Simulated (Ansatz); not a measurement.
# Ge7P: the cost of one run

Program: Ansatz 0.2.0. Level of theory: DFT PBE, scalar-relativistic, plane waves, PAW, unless a step names another level. These are calculated values, not measurements.

1 further run of the same task is left out (it didn't finish). Runs told in other sessions of the task aren't counted.

## (1) The structure to begin with

Symmetry: P-3m1, No. 164, trigonal system. Conventional cell: a = 4.005 Å, b = 4.005 Å, c = 26.403 Å, α = 90.00°, β = 90.00°, γ = 120.00°. Ge (site symmetry 3m) is surrounded by 3 P at 2.49 Å and 1 Ge at 2.49 Å. Ge (site symmetry 3m) has 4 Ge at 2.46 to 2.49 Å in its first shell of neighbours. P (site symmetry 3m) has 3 Ge at 2.49 Å in its first shell of neighbours.

Coordinates:

```
CELL_PARAMETERS angstrom
4.00526 0.00000 0.00000
-2.00263 3.46866 0.00000
0.00000 0.00000 26.40339
ATOMIC_POSITIONS crystal
Ge 0.00000 0.00000 0.57274
Ge 0.33333 0.66667 0.69931
Ge 0.00000 0.00000 0.66721
Ge 0.33333 0.66667 0.17391
Ge 0.66667 0.33333 0.20621
Ge 0.66667 0.33333 0.82609
Ge 0.33333 0.66667 0.79379
Ge 0.00000 0.00000 0.04719
Ge 0.33333 0.66667 0.07952
Ge 0.00000 0.00000 0.95281
Ge 0.66667 0.33333 0.92048
Ge 0.00000 0.00000 0.42726
Ge 0.66667 0.33333 0.30069
Ge 0.00000 0.00000 0.33279
P 0.66667 0.33333 0.53773
P 0.33333 0.66667 0.46227
```

It came out lowest among 29 distinct ends of the trial cells. At a tolerance of 0.05 Å it has space group P-3m1 (No. 164).

## (2) Kick test: the unmoved cell on a coarse mesh

Contents of input.yaml:

```yaml
crystal:
  lattice:
    - [4.0052610381, 0.0, 0.0]
    - [-2.0026305191, 3.4686578078, 0.0]
    - [0.0, 0.0, 26.4033868315]
  atoms:
    - { symbol: Ge, position: [1.0, 0.0, 0.5727409595] }
    - { symbol: Ge, position: [0.3333333333, 0.6666666667, 0.6993110062] }
    - { symbol: Ge, position: [0.0, 0.0, 0.6672082667] }
    - { symbol: Ge, position: [0.3333333333, 0.6666666667, 0.1739112418] }
    - { symbol: Ge, position: [0.6666666667, 0.3333333333, 0.2062090085] }
    - { symbol: Ge, position: [0.6666666667, 0.3333333333, 0.8260887582] }
    - { symbol: Ge, position: [0.3333333333, 0.6666666667, 0.7937909915] }
    - { symbol: Ge, position: [0.0, 0.0, 0.0471875394] }
    - { symbol: Ge, position: [0.3333333333, 0.6666666667, 0.0795195215] }
    - { symbol: Ge, position: [0.0, 0.0, 0.9528124606] }
    - { symbol: Ge, position: [0.6666666667, 0.3333333333, 0.9204804785] }
    - { symbol: Ge, position: [0.0, 0.0, 0.4272590405] }
    - { symbol: Ge, position: [0.6666666667, 0.3333333333, 0.3006889938] }
    - { symbol: Ge, position: [0.0, 0.0, 0.3327917333] }
    - { symbol: P, position: [0.6666666667, 0.3333333333, 0.5377285034] }
    - { symbol: P, position: [0.3333333333, 0.6666666667, 0.4622714966] }
basis:
  ecutwfc: 420
kpoints:
  mp_grid: { grid: [6, 6, 1] }
hamiltonian:
  xc: pbe
scf:
  occupations: { method: gaussian, width: 0.2 }
  lower_state_search: "off"
output:
  forces: true
  stress: true
  eigenvalues: true
```

Command:

```bash
ansatz run input.yaml --threads 1 --pin off --max-ram 2560MiB --backend cpu --events-out ev --progress --plain --runs-dir out
```

**Question.** How long does this run take on 1 thread of Intel Xeon 6975P-C (Granite Rapids), shared host, and how much memory does it need?

About 12 s, with a peak of 0.77 GiB.
